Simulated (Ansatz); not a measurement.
## H₃SeSi, SMILES [SiH2][SeH]: vertical and adiabatic energies of changing the electron count, step by step

Program: Ansatz 0.2.0 through its Python package.

Run as a notebook:

```python
import itertools

import ansatz as az
from ase.data import atomic_numbers, covalent_radii
import numpy as np

geometry_ang = [
    ("Si", [0.1859, -0.951, 0.1794]),
    ("Se", [1.2486, 1.0788, 0.0864]),
    ("H", [-0.9649, -0.8246, 1.1597]),
    ("H", [-0.3765, -1.1794, -1.1535]),
    ("H", [-0.0432, 1.8026, -0.3133]),
]
system = az.Crystal.molecule()
for symbol, xyz in geometry_ang:
    system = system.atom(symbol, xyz)
```

```python
calculation = (
    system.calculation()
    .basis(gaussian="def2-SVP")
    .functional("PBE", dispersion="d4")
    .spin("collinear", total=1)
    .accuracy("medium")
)
symbols = [site.symbol for site in system.cartesian_sites]
start = np.array([site.position_ang for site in system.cartesian_sites], dtype=float)
report = calculation.relax(force_tolerance=0.01, max_steps=100).run(threads=1).report
end = np.array(report["positions_ang"])
```

```python
minimum = az.Crystal.molecule()
for symbol, place in zip(symbols, end):
    minimum = minimum.atom(symbol, place.tolist())
ion = minimum.calculation()
ion = ion.basis(gaussian="def2-SVP").functional("PBE", dispersion="d4")
ion = ion.accuracy("medium")
ion = ion.charge(1)
vertical = ion.run(threads=1).report
settled = ion.relax(force_tolerance=0.01, max_steps=80).run(threads=1).report
print(f"vertical ionisation energy   {vertical['free_energy_ev'] - report['free_energy_ev']:.3f} eV")
print(f"adiabatic, no zero point     {settled['free_energy_ev'] - report['free_energy_ev']:.3f} eV")
print(f"relaxation energy of the ion {vertical['free_energy_ev'] - settled['free_energy_ev']:.3f} eV")
ionised = np.array(settled["positions_ang"])
radius = [covalent_radii[atomic_numbers[s]] for s in symbols]
span = lambda where, i, j: np.linalg.norm(where[i] - where[j])
bonded = [(i, j) for i, j in itertools.combinations(range(len(symbols)), 2) if min(span(end, i, j), span(ionised, i, j)) < 1.2 * (radius[i] + radius[j])]
print("pair        before    after (A)")
for i, j in bonded:
    print(f"{symbols[i]}{i}-{symbols[j]}{j}".ljust(10), f"{span(end, i, j):8.4f} {span(ionised, i, j):8.4f}")
for first, second in list(itertools.combinations(bonded, 2)):
    shared = set(first) & set(second)
    if shared and symbols[(j := shared.pop())] != "H":
        i, k = sorted((set(first) | set(second)) - {j})
        u, v = ionised[i] - ionised[j], ionised[k] - ionised[j]
        angle = np.degrees(np.arccos(np.clip(u @ v / np.linalg.norm(u) / np.linalg.norm(v), -1, 1)))
        print(f"final angle {symbols[i]}{i}-{symbols[j]}{j}-{symbols[k]}{k}: {angle:.2f} deg")
```

    vertical ionisation energy   7.994 eV
    adiabatic, no zero point     7.224 eV
    relaxation energy of the ion 0.769 eV
    pair        before    after (A)
    Si0-Se1      2.2978   2.1878
    Si0-H2       1.5138   1.4916
    Si0-H3       1.5095   1.4898
    Se1-H4       1.4864   1.4942
    final angle Se1-Si0-H2: 121.04 deg
    final angle Se1-Si0-H3: 116.44 deg
    final angle Si0-Se1-H4: 91.58 deg
    final angle H2-Si0-H3: 122.52 deg

Caveats:
- The settings weren't tested for convergence.
- The energies are electronic: no zero-point or thermal terms, and the basis set is short of its limit. The product may relax into another structure. The relaxation finds the nearest minimum, so the adiabatic value is an upper bound.
- The species is open-shell (spin multiplicity 2).
- Only the spin states typed were run; another state of an ion can lie lower, by up to an eV or two.
- Wall time of the script: 55 s on 1 thread of Arm Neoverse V2, with other jobs on the host, peak memory 0.21 GiB.
